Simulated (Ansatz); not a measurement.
# C₂H₆MoS₂: small, medium and large basis sets

Aim: see how fast density functionals converge with the basis set for C₂H₆MoS₂.

Program: Ansatz 0.2.0, Gaussian basis. Level of theory: one geometry, several basis sets. These are calculated values, not measurements.

Levels to be run: PBE0-D4/def2-SVP; ωB97M-V/def2-SVP; PBE0-D4/def2-QZVPP; ωB97M-V/def2-QZVPP; the functionals' def2-TZVPP values are taken from earlier runs.

## (1) The relaxed structure

All runs share one geometry, relaxed beforehand with PBE0-D4 in a triple-zeta def2 set. Mo takes the def2 core potential; no spin-orbit term is included.

SMILES `[CH3][Mo]([CH3])(=[S])=[S]`, 11 atoms, charge 0, spin multiplicity 1.

Atoms are counted from 1 here; the program's logs count them from 0.

Bond lengths: C1–Mo2 2.081 Å, C1–H6 1.096 Å, C1–H7 1.096 Å, C1–H8 1.091 Å, Mo2–C3 2.081 Å, Mo2–S4 2.093 Å, Mo2–S5 2.093 Å, C3–H9 1.091 Å, C3–H10 1.096 Å, C3–H11 1.096 Å. Angles: Mo2–C1–H6 107.5°, Mo2–C1–H7 107.4°, Mo2–C1–H8 113.3°, H6–C1–H7 110.4°, H6–C1–H8 109.1°, H7–C1–H8 109.1°, C1–Mo2–C3 113.7°, C1–Mo2–S4 108.0°, C1–Mo2–S5 107.9°, C3–Mo2–S4 107.9°, C3–Mo2–S5 108.0°, S4–Mo2–S5 111.3°, Mo2–C3–H9 113.3°, Mo2–C3–H10 107.5°, Mo2–C3–H11 107.5°, H9–C3–H10 109.1°, H9–C3–H11 109.1°, H10–C3–H11 110.4°.

## (2) PBE0-D4 in def2-SVP

File in.yaml:

```yaml
crystal:
  periodic: [false, false, false]
  atoms:
    - {symbol: C, position_ang: [-1.708627, 0.379248, 0.340487]}
    - {symbol: Mo, position_ang: [0.075843, 0.156969, -0.706613]}
    - {symbol: C, position_ang: [1.642483, -0.570752, 0.453655]}
    - {symbol: S, position_ang: [-0.255278, -1.198915, -2.266289]}
    - {symbol: S, position_ang: [0.633023, 2.037268, -1.437858]}
    - {symbol: H, position_ang: [-1.989373, -0.606582, 0.727824]}
    - {symbol: H, position_ang: [-1.520024, 1.074715, 1.166229]}
    - {symbol: H, position_ang: [-2.522907, 0.767095, -0.273536]}
    - {symbol: H, position_ang: [2.573792, -0.685263, -0.103169]}
    - {symbol: H, position_ang: [1.336026, -1.547676, 0.844374]}
    - {symbol: H, position_ang: [1.800543, 0.136895, 1.275295]}
basis:
  gaussian: {orbitals: def2-SVP}
hamiltonian: {xc: pbe0, dispersion: d4}
output: {orbitals: {seedname: orbitals}}
```

Command:

```sh
$ ansatz run in.yaml --threads 4 --pin off --events-out ev --progress --plain --max-ram 11315MiB
```

Further steps of the session: ωB97M-V in def2-SVP; PBE0-D4 in def2-QZVPP; ωB97M-V in def2-QZVPP.

Before running them: what should the planned runs give, taken together? Wanted: PBE0-D4: double and triple zeta above quadruple; ωB97M-V: double and triple zeta above quadruple.

**Answer**, as computed:

```
                                       quantity           value
PBE0-D4: double and triple zeta above quadruple  11.45, 0.89 eV
ωB97M-V: double and triple zeta above quadruple  11.52, 0.85 eV
```

**Reading.** PBE0-D4 gains 10.56 eV from double to triple zeta, then 0.89 eV more. Total energies overstate the basis error of differences, where much of it tends to cancel.
